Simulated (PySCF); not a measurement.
# C3H10BN: electronic excitations and core binding energies

What electronic excitations and core binding energies should C3H10BN (`CCB(C)N`) show?

Programs: PySCF 2.14.0, with density-fitted response routines of our own. Each step states its level of theory. These are calculated values for one molecule in the gas phase, unless marked as measured. Atoms are numbered from 0 throughout.

## 1. The starting structure

15 atoms, charge 0, multiplicity 1; geometry from: GFN2-xTB.

Bonds of the start (Å): C0–C1 1.53, C1–B2 1.60, B2–C3 1.59, B2–N4 1.38, C0–H5 1.09, C0–H6 1.09, C0–H7 1.09, C1–H8 1.09, C1–H9 1.09, C3–H10 1.09, C3–H11 1.09, C3–H12 1.09, N4–H13 1.01, N4–H14 1.01.

## 2. Excited states and response: CAM-B3LYP/def2-SVPD

Job settings and geometry (Å):

```
{"job": {"kind": "uv", "xc": "CAM-B3LYP", "basis": "def2-SVPD", "nstates": 8, "ntriplets": 3}, "charge": 0, "multiplicity": 1}
C      1.982943     0.525938     0.073003
C      0.879928    -0.521284     0.231602
B     -0.610739    -0.029153    -0.050992
C     -1.826363    -1.052468     0.045347
N     -0.872080     1.287538    -0.385602
H      1.999472     0.915915    -0.943356
H      2.961647     0.096709     0.283425
H      1.827315     1.356323     0.759834
H      1.105885    -1.365274    -0.426013
H      0.930533    -0.925713     1.246535
H     -2.604790    -0.686441     0.712324
H     -2.293619    -1.193100    -0.928125
H     -1.527160    -2.034221     0.402163
H     -1.796477     1.639846    -0.569371
H     -0.160908     1.993375    -0.472684
```

With the program's defaults for keys left out, this is: TDDFT CAM-B3LYP/def2-SVPD, vertical, gas phase, core orbitals frozen in the response.

On the command line:

```console
> OMP_NUM_THREADS=1 python probes_run.py task.json out
```

One launch serves the whole session: the jobs run in the order shown.

What it wrote:

```text
coarse grid: 11608 points
cycle   1  E = -199.6666582270  dE =  3.815e-01  |g| = 4.509e-01  |ddm| = 5.766e+00
cycle   2  E = -199.6805472380  dE = -1.389e-02  |g| = 4.114e-01  |ddm| = 1.033e+00
cycle   3  E = -199.7201248484  dE = -3.958e-02  |g| = 3.848e-02  |ddm| = 4.681e-01
cycle   4  E = -199.7203558868  dE = -2.310e-04  |g| = 2.618e-02  |ddm| = 7.085e-02
cycle   5  E = -199.7205119485  dE = -1.561e-04  |g| = 2.083e-03  |ddm| = 3.176e-02
cycle   6  E = -199.7205132296  dE = -1.281e-06  |g| = 6.334e-04  |ddm| = 5.084e-03
final grid: 109544 points
cycle   7  E = -199.7553528633  dE = -3.839e-05  |g| = 4.582e-03  |ddm| = 9.988e-02
cycle   8  E = -199.7553538135  dE = -9.501e-07  |g| = 4.284e-03  |ddm| = 1.615e-02
cycle   9  E = -199.7553580136  dE = -4.200e-06  |g| = 3.408e-04  |ddm| = 4.926e-03
cycle  10  E = -199.7553580332  dE = -1.954e-08  |g| = 1.924e-04  |ddm| = 7.621e-04
cycle  11  E = -199.7553580417  dE = -8.552e-09  |g| = 2.103e-05  |ddm| = 3.732e-04
cycle  12  E = -199.7553580418  dE = -1.240e-10  |g| = 6.554e-06  |ddm| = 5.818e-05
converged SCF energy = -199.7553580418

Static polarisability (au): isotropic 59.934, principal 50.157 62.539 67.106

Singlet excitations
state   eV       nm        f      main configurations
  1   7.3157    169.5   0.02515   H-1->L 0.88, H-1->L+2 0.08
  2   7.5542    164.1   0.00051   H->L+3 0.94
  3   7.5694    163.8   0.01097   H->L 0.93
  4   8.5188    145.5   0.12018   H-1->L+3 0.46, H->L+1 0.32, H-2->L 0.16
  5   8.5599    144.8   0.12666   H-1->L+3 0.50, H->L+1 0.28, H-2->L 0.15
  6   8.6757    142.9   0.00627   H-1->L+1 0.68, H-1->L+6 0.19
  7   8.7818    141.2   0.00516   H-1->L+2 0.33, H->L+2 0.28, H-1->L+5 0.09
  8   8.7878    141.1   0.01174   H->L+2 0.39, H-1->L+2 0.26, H->L+1 0.09

Triplet excitations (Tamm-Dancoff, eV): 6.8971 7.0477 7.0536
```

Run time: 64 s. Hardware: 1 thread of Intel Xeon at 2.50GHz, shared host; peak memory 0.77 GiB.

The orbitals next to the gap, with their largest atomic shares:

```csv
orbital,eV,atoms
HOMO−3,-10.93,"C1 26 %, C0 24 %, H9 10 %"
HOMO−2,-10.65,"C1 22 %, C0 17 %, C3 15 %"
HOMO−1,-9.63,"N4 63 %, B2 14 %, H14 6 %"
HOMO,-9.47,"C1 25 %, B2 24 %, C3 17 %"
LUMO,0.88,"B2 49 %, H13 8 %, H14 6 %"
LUMO+1,1.92,"C0 23 %, C3 13 %, H6 10 %"
LUMO+2,2.20,"C1 14 %, H13 14 %, H14 11 %"
```

With each of the 8 states as a Gaussian band of 0.4 eV half-width at 1/e, the curve within the window shown has maxima at 167 nm (ε 1,400), 145 nm (ε 11,000) L/(mol cm). Beyond the last state computed it falls off for lack of states. The curve at chosen wavelengths:

| nm | ε (L/mol/cm) |
| --- | --- |
| 136 | 2017 |
| 138 | 4114 |
| 140 | 6825 |
| 142 | 9324 |
| 144 | 10619 |
| 146 | 10205 |
| 148 | 8380 |
| 149 | 7188 |
| 151 | 4790 |
| 153 | 2865 |
| 155 | 1643 |
| 157 | 1051 |
| 159 | 894 |
| 161 | 975 |
| 163 | 1143 |
| 165 | 1294 |
| 167 | 1365 |
| 169 | 1333 |
| 171 | 1205 |
| 172 | 1113 |
| 174 | 901 |
| 176 | 680 |
| 178 | 481 |
| 180 | 319 |
| 182 | 200 |
| 184 | 118 |

Further results of this job:

```csv
property,computed
dipole moment (D),1.26
polarisability (Å³),8.88
HOMO–LUMO gap (eV),10.35
−ε(HOMO) (eV),9.47
```

## 3. X-ray photoelectron lines: SCAN, X2C

Settings changed since step 2:

```diff
@@ -1,2 +1,2 @@
-{"job": {"kind": "uv", "xc": "CAM-B3LYP", "basis": "def2-SVPD", "nstates": 8, "ntriplets": 3}, "charge": 0, "multiplicity": 1}
+{"job": {"kind": "xps"}, "charge": 0, "multiplicity": 1}
 C      1.982943     0.525938     0.073003
```

With the program's defaults for keys left out, this is: delta-SCF UKS SCAN, pcX-2 on the ionised atom, pcseg-1 elsewhere, spin-free X2C.

What it wrote:

```text
ground state, core basis on atom 0 (C), 151 functions
  cycle   1  E = -199.83030060  |g| = 6.84e-01
  cycle   2  E = -199.74252178  |g| = 8.86e-01
  cycle   3  E = -199.95214841  |g| = 5.97e-02
  cycle   4  E = -199.95271968  |g| = 3.72e-02
  cycle   5  E = -199.95304829  |g| = 8.67e-03
  cycle   6  E = -199.95306405  |g| = 3.01e-03
  cycle   7  E = -199.95306707  |g| = 9.32e-04
  cycle   8  E = -199.95306723  |g| = 1.88e-04
  E(ground) = -199.96458384 Eh
hole in C 1s of atom 0
  cycle   1  E = -188.73158766  |g| = 1.50e+00
  cycle   2  E = -188.20489907  |g| = 1.72e+00
  cycle   3  E = -189.25115740  |g| = 3.02e-01
  cycle   4  E = -189.28444659  |g| = 7.57e-02
  cycle   5  E = -189.28658335  |g| = 3.27e-02
  cycle   6  E = -189.28709749  |g| = 6.82e-03
  cycle   7  E = -189.28711620  |g| = 4.51e-03
  cycle   8  E = -189.28712664  |g| = 1.67e-03
  cycle   9  E = -189.28712871  |g| = 7.63e-04
  cycle  10  E = -189.28712988  |g| = 3.51e-04
  E(ion) = -189.29791966 Eh   <S^2> = 0.7675   hole on atom = 1.000   binding energy = 290.255 eV
ground state, core basis on atom 1 (C), 151 functions
  cycle   1  E = -199.95268246  |g| = 5.96e-02
  cycle   2  E = -199.95260836  |g| = 2.79e-02
  cycle   3  E = -199.95269058  |g| = 2.11e-02
  cycle   4  E = -199.95279979  |g| = 1.88e-03
  cycle   5  E = -199.95279938  |g| = 2.70e-04
  E(ground) = -199.96436177 Eh
hole in C 1s of atom 1
  cycle   1  E = -188.74618766  |g| = 1.51e+00
  cycle   2  E = -188.14821738  |g| = 1.77e+00
  cycle   3  E = -189.26244630  |g| = 3.41e-01
  cycle   4  E = -189.29475020  |g| = 1.84e-01
  cycle   5  E = -189.30974740  |g| = 5.27e-02
  cycle   6  E = -189.31087747  |g| = 1.33e-02
  cycle   7  E = -189.31095745  |g| = 5.77e-03
  cycle   8  E = -189.31097742  |g| = 1.22e-03
  cycle   9  E = -189.31097916  |g| = 5.79e-04
  cycle  10  E = -189.31097978  |g| = 1.94e-04
  E(ion) = -189.32142539 Eh   <S^2> = 0.7672   hole on atom = 1.000   binding energy = 289.609 eV
ground state, core basis on atom 2 (B), 151 functions
  cycle   1  E = -199.94782279  |g| = 4.96e-02
  cycle   2  E = -199.94773939  |g| = 3.04e-02
  cycle   3  E = -199.94789796  |g| = 1.78e-02
  cycle   4  E = -199.94797698  |g| = 4.67e-03
  cycle   5  E = -199.94798118  |g| = 4.90e-04
  E(ground) = -199.96059639 Eh
hole in B 1s of atom 2
  cycle   1  E = -192.37146210  |g| = 1.18e+00
  cycle   2  E = -191.36703602  |g| = 1.73e+00
  cycle   3  E = -192.70068818  |g| = 3.75e-01
  cycle   4  E = -192.75295031  |g| = 2.26e-01
  cycle   5  E = -192.77493538  |g| = 8.30e-02
  cycle   6  E = -192.77829786  |g| = 2.63e-02
  cycle   7  E = -192.77869036  |g| = 9.58e-03
  cycle   8  E = -192.77879655  |g| = 4.98e-03
  cycle   9  E = -192.77883587  |g| = 3.48e-03
  cycle  10  E = -192.77886048  |g| = 1.74e-03
  cycle  11  E = -192.77886693  |g| = 5.54e-04
  cycle  12  E = -192.77886817  |g| = 2.73e-04
  E(ion) = -192.79217283 Eh   <S^2> = 0.7973   hole on atom = 1.000   binding energy = 195.063 eV
ground state, core basis on atom 3 (C), 151 functions
  cycle   1  E = -199.95199387  |g| = 5.64e-02
  cycle   2  E = -199.95196448  |g| = 1.65e-02
  cycle   3  E = -199.95193827  |g| = 1.95e-02
  cycle   4  E = -199.95203103  |g| = 1.91e-03
  cycle   5  E = -199.95203084  |g| = 1.15e-04
  E(ground) = -199.96389576 Eh
hole in C 1s of atom 3
  cycle   1  E = -188.75589102  |g| = 1.50e+00
  cycle   2  E = -188.31876899  |g| = 1.65e+00
  cycle   3  E = -189.27174974  |g| = 3.13e-01
  cycle   4  E = -189.29516755  |g| = 1.82e-01
  cycle   5  E = -189.31041445  |g| = 4.10e-02
  cycle   6  E = -189.31105213  |g| = 1.39e-02
  cycle   7  E = -189.31113821  |g| = 5.80e-03
  cycle   8  E = -189.31115823  |g| = 9.26e-04
  cycle   9  E = -189.31115927  |g| = 4.26e-04
  E(ion) = -189.32170443 Eh   <S^2> = 0.7652   hole on atom = 1.000   binding energy = 289.589 eV
ground state, core basis on atom 4 (N), 151 functions
  cycle   1  E = -199.96578908  |g| = 7.36e-02
  cycle   2  E = -199.96571302  |g| = 2.60e-02
  cycle   3  E = -199.96564334  |g| = 3.15e-02
  cycle   4  E = -199.96586980  |g| = 3.80e-03
  cycle   5  E = -199.96587317  |g| = 2.86e-04
  E(ground) = -199.97562448 Eh
hole in N 1s of atom 4
  cycle   1  E = -184.39188804  |g| = 1.86e+00
  cycle   2  E = -183.92244903  |g| = 1.96e+00
  cycle   3  E = -185.04824022  |g| = 3.37e-01
  cycle   4  E = -185.08047243  |g| = 1.06e-01
  cycle   5  E = -185.08607002  |g| = 3.32e-02
  cycle   6  E = -185.08663063  |g| = 5.66e-03
  cycle   7  E = -185.08664391  |g| = 3.24e-03
  cycle   8  E = -185.08664965  |g| = 8.30e-04
  cycle   9  E = -185.08664989  |g| = 3.50e-04
  E(ion) = -185.09521956 Eh   <S^2> = 0.7632   hole on atom = 1.000   binding energy = 404.916 eV
```

Run time: 3.4 min. Hardware: 1 thread of Intel Xeon at 2.50GHz, shared host; peak memory 0.64 GiB.

The holes in one table. −ε is the ground-state orbital energy:

```csv
hole,stands for,environment,ΔSCF (eV),−ε (eV),⟨S²⟩
C1s on C0,C0,methyl carbon,290.25,273.0,0.767
C1s on C1,C1,sp3 CH2 bonded to B,289.61,272.6,0.767
B1s on B2,B2,"boron bonded to 2 C, N",195.06,179.2,0.797
C1s on C3,C3,methyl carbon bonded to B,289.59,272.3,0.765
N1s on N4,N4,"nitrogen bonded to B, 2 H",404.92,385.6,0.763
```

## 4. Summary of results

| quantity | value |
| --- | --- |
| lowest singlet (CAM-B3LYP/def2-SVPD) | 7.32 eV (169 nm), f = 0.025 |
| brightest single state of those computed | state 5, 8.56 eV, f = 0.127 |
| lowest triplet | 6.90 eV |
| C1s binding energies, SCAN/pcX-2 | C0 290.25, C1 289.61, C3 289.59 eV |
| B1s binding energies, SCAN/pcX-2 | B2 195.06 eV |
| N1s binding energies, SCAN/pcX-2 | N4 404.92 eV |

The first singlet state (HOMO−1→LUMO 0.88, HOMO−1→LUMO+2 0.08) lies at 7.32 eV and is weak; of the 8 states computed, the strongest absorption comes from state 5 at 8.56 eV. The lowest triplet lies 0.42 eV below the lowest singlet (triplets in Tamm-Dancoff, singlets in full TDDFT). The C1s levels kept as sound span 0.67 eV, from C3 (methyl carbon bonded to B) up to C0 (methyl carbon).
